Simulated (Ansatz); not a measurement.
# TiGaC4N4: the cost of one run

Method: DFT PBE, scalar-relativistic, plane waves, PAW, in Ansatz 0.2.0.

## (1) The starting structure

Symmetry: P-43m, No. 215, cubic system. The conventional cell has a = 5.970 Å, b = 5.970 Å, c = 5.970 Å, α = 90.00°, β = 90.00°, γ = 90.00°. Ti (site symmetry -43m) is surrounded by 4 N at 2.03 Å. Ga (site symmetry -43m) has 4 C at 1.96 Å as nearest neighbours. C (site symmetry 3m) is surrounded by 1 N at 1.18 Å. N (site symmetry 3m) is surrounded by 1 C at 1.18 Å.

As a file:

```cif
data_structure
_symmetry_space_group_name_H-M 'P 1'
_symmetry_Int_Tables_number 1
_cell_length_a 5.9696
_cell_length_b 5.9696
_cell_length_c 5.9696
_cell_angle_alpha 90.000
_cell_angle_beta 90.000
_cell_angle_gamma 90.000
_cell_volume 212.73
loop_
_atom_site_label
_atom_site_type_symbol
_atom_site_fract_x
_atom_site_fract_y
_atom_site_fract_z
_atom_site_occupancy
Ti1 Ti 0.50000 0.50000 0.50000 1
Ga1 Ga 0.00000 0.00000 0.00000 1
C1 C 0.19001 0.19001 0.19001 1
C2 C 0.19001 0.80999 0.80999 1
C3 C 0.80999 0.19001 0.80999 1
C4 C 0.80999 0.80999 0.19001 1
N1 N 0.30413 0.30413 0.30413 1
N2 N 0.30413 0.69587 0.69587 1
N3 N 0.69587 0.30413 0.69587 1
N4 N 0.69587 0.69587 0.30413 1
```

The cell was relaxed beforehand at this level, from a generated guess; it is a trial structure. At a tolerance of 0.05 Å it has space group P-43m (No. 215); it has 21.27 Å³/atom, an uncorrected energy of +0.29 eV/atom over the elements.

## (2) Bands, states and charges

Contents of input.yaml:

```yaml
crystal:
  lattice:
    - [5.9695569638, 0.0, 0.0]
    - [0.0, 5.9695569638, 0.0]
    - [0.0, 0.0, 5.9695569638]
  atoms:
    - { symbol: Ti, position: [0.5, 0.5, 0.5], spin: 1.12 }
    - { symbol: Ga, position: [0.0, 0.0, 0.0] }
    - { symbol: C, position: [0.1900058934, 0.1900058934, 0.1900058934] }
    - { symbol: C, position: [0.1900058934, 0.8099941066, 0.8099941066] }
    - { symbol: C, position: [0.8099941066, 0.1900058934, 0.8099941066] }
    - { symbol: C, position: [0.8099941066, 0.8099941066, 0.1900058934] }
    - { symbol: "N", position: [0.3041264695, 0.3041264695, 0.3041264695] }
    - { symbol: "N", position: [0.3041264695, 0.6958735305, 0.6958735305] }
    - { symbol: "N", position: [0.6958735305, 0.3041264695, 0.6958735305] }
    - { symbol: "N", position: [0.6958735305, 0.6958735305, 0.3041264695] }
basis:
  ecutwfc: 420
kpoints:
  mp_grid: { grid: [6, 6, 6] }
  band_path:
    path:
      - [[0.0, 0.0, 0.0], [0.0, 0.5, 0.0], [0.5, 0.5, 0.0], [0.0, 0.0, 0.0], [0.5, 0.5, 0.5], [0.0, 0.5, 0.0]]
      - [[0.5, 0.5, 0.5], [0.5, 0.5, 0.0]]
    npoints: 14
hamiltonian:
  xc: pbe
scf:
  occupations: { method: gaussian, width: 0.1 }
  n_extra_bands: 25
output:
  forces: true
  stress: true
  eigenvalues: true
  populations: true
  dos: { projected: true, de: 0.02, nscf_kmesh: { grid: [8, 8, 8] } }
  bader: true
  write_density: true
  write_potential: true
  elf: true
  volumetric_format: npy
magnetization:
  spin_polarized: true
checkpoint:
  read: start.run
  write: ck
  compress: false
  write_wavefunctions: false
  write_every: 100000
```

Command:

```
> ansatz run input.yaml --threads 1 --pin off --max-ram 2560MiB --backend cpu --events-out ev --progress --plain --runs-dir out
```

**Question.** How long does this run take on 1 thread of Intel Xeon 6975P-C (Granite Rapids), shared host, and how much memory does it need?

About 3.5 min, with a peak of 1.2 GiB.
